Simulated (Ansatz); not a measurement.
**BGeH₄NO: how energies converge with the basis set**

An exercise on one series of results from a longer session: the logs are not shown, and one member is left open.

The runs use Ansatz 0.2.0, Gaussian basis; one geometry, several basis sets.

Levels to be run: PBE0-D4/def2-SVP; ωB97M-V/def2-SVP; PBE0-D4/def2-QZVPP; ωB97M-V/def2-QZVPP; the functionals' def2-TZVPP values are taken from earlier runs.

## Structure used throughout

All runs share one geometry, relaxed beforehand with PBE0-D4 in a triple-zeta def2 set.

8 atoms, charge 0, spin multiplicity 1.

Atoms are counted from 1 here; the program's logs count them from 0.

Bond lengths: N1–Ge2 1.806 Å, N1–H5 1.007 Å, N1–H6 1.006 Å, Ge2–B3 2.049 Å, Ge2–O4 2.110 Å, Ge2–H7 1.539 Å, B3–O4 1.280 Å, B3–H8 1.192 Å. Angles: Ge2–N1–H5 120.4°, Ge2–N1–H6 119.9°, H5–N1–H6 112.2°, N1–Ge2–B3 122.3°, N1–Ge2–O4 110.2°, N1–Ge2–H7 104.2°, B3–Ge2–O4 35.8°, B3–Ge2–H7 121.1°, O4–Ge2–H7 98.3°, Ge2–B3–O4 74.7°, Ge2–B3–H8 143.9°, O4–B3–H8 141.4°, Ge2–O4–B3 69.5°.

The first run:

in.yaml

```yaml
crystal:
  periodic: [false, false, false]
  atoms:
    - {symbol: N, position_ang: [-0.712427, 1.447550, -0.126547]}
    - {symbol: Ge, position_ang: [0.609109, 0.289196, 0.290328]}
    - {symbol: B, position_ang: [0.275968, -1.719857, 0.512390]}
    - {symbol: O, position_ang: [0.341481, -1.526025, -0.750802]}
    - {symbol: H, position_ang: [-0.693803, 1.950717, -0.998872]}
    - {symbol: H, position_ang: [-1.651037, 1.272381, 0.191292]}
    - {symbol: H, position_ang: [1.829794, 0.812009, -0.486895]}
    - {symbol: H, position_ang: [0.093014, -2.583072, 1.313308]}
basis:
  gaussian: {orbitals: def2-SVP}
hamiltonian: {xc: pbe0, dispersion: d4}
output: {orbitals: {seedname: orbitals}}
```

Command:

```bash
$ ansatz run in.yaml --threads 2 --pin off --events-out ev --progress --plain --max-ram 4352MiB
```

Among the steps run: PBE0-D4 in def2-SVP; ωB97M-V in def2-SVP; PBE0-D4 in def2-QZVPP; ωB97M-V in def2-QZVPP.

One table of the session follows, with a row left open; its other results are not shown here.

It belongs to the step «Density functionals: the series». 

| functional | basis | HOMO (eV) |
| --- | --- | --- |
| PBE0-D4 | def2-SVP | ? |
| PBE0-D4 | def2-TZVPP | -6.78 |
| PBE0-D4 | def2-QZVPP | -6.82 |
| ωB97M-V | def2-SVP | -8.74 |
| ωB97M-V | def2-TZVPP | -8.87 |
| ωB97M-V | def2-QZVPP | -8.91 |

**Question.** Estimate the row for PBE0-D4, def2-SVP.

The run gave: HOMO (eV): -6.68. In the column «HOMO (eV)» it is the highest.
